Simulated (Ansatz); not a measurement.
# H₃NOTe (SMILES N[Te]O): functionals against CCSD(T) at one geometry

The task here is to estimate one member of a computed series from the others.

Computed with Ansatz 0.2.0, Gaussian basis. Level: single points in def2-TZVPP.

Correlated methods freeze the cores. Filled d shells of the heavier atoms are correlated. Core potentials replace the inner electrons past krypton, and spin-orbit coupling is left out.

## Where the work starts

SMILES `N[Te]O`, 6 atoms, charge 0, spin multiplicity 1.

Atoms are counted from 1 here; the program's logs count them from 0.

Bond lengths: N1–Te2 1.838 Å, N1–H4 1.075 Å, N1–H5 0.923 Å, Te2–O3 1.983 Å, O3–H6 0.916 Å. Angles: Te2–N1–H4 128.5°, Te2–N1–H5 113.2°, H4–N1–H5 117.8°, N1–Te2–O3 111.0°, Te2–O3–H6 104.5°.

As a file:

```
N    -0.91190    0.31670   -0.56010
Te   -0.02540   -1.20090   -0.02280
O     1.69930   -0.74680    0.84330
H    -0.75140    0.90870   -1.44330
H    -1.64840    0.51120   -0.03900
H     1.46200   -0.29190    1.60240
```

The first run:

run/in.yaml reads:

```yaml
crystal:
  periodic: [false, false, false]
  atoms:
    - {symbol: N, position_ang: [-0.911900, 0.316700, -0.560100]}
    - {symbol: Te, position_ang: [-0.025400, -1.200900, -0.022800]}
    - {symbol: O, position_ang: [1.699300, -0.746800, 0.843300]}
    - {symbol: H, position_ang: [-0.751400, 0.908700, -1.443300]}
    - {symbol: H, position_ang: [-1.648400, 0.511200, -0.039000]}
    - {symbol: H, position_ang: [1.462000, -0.291900, 1.602400]}
basis:
  gaussian: {orbitals: def2-TZVPP}
correlation: {method: ccsd_t}
output: {forces: true}
```

The command line of these runs was not kept.

Among the steps run: CCSD(T)/def2-TZVPP; PBE0-D4/def2-TZVPP; wB97M-V/def2-TZVPP; r2SCAN-D4/def2-TZVPP; PBE-D4/def2-TZVPP; revPBE-D4/def2-TZVPP; LC-wPBE/def2-TZVPP.

One table of the session follows, with a row left open; its other results are not shown here.

| method | RMS force component (eV/Å) | angle to CCSD(T) forces (°) | dipole (D) |
| --- | --- | --- | --- |
| CCSD(T) | 2.547 | reference | 2.99 |
| PBE0-D4 | 2.520 | 0.9 | 3.03 |
| wB97M-V | 2.536 | 1.0 | 3.04 |
| r2SCAN-D4 | 2.537 | 2.0 | 3.02 |
| PBE-D4 | 2.641 | 6.0 | 2.95 |
| revPBE-D4 | ? | ? | ? |
| LC-wPBE | 2.531 | 3.4 | 3.10 |

Estimate the missing values for revPBE-D4.

The run gave: RMS force component (eV/Å): 2.664; angle to CCSD(T) forces (°): 6.7; dipole (D): 2.93. In the column «RMS force component (eV/Å)» it is the highest.
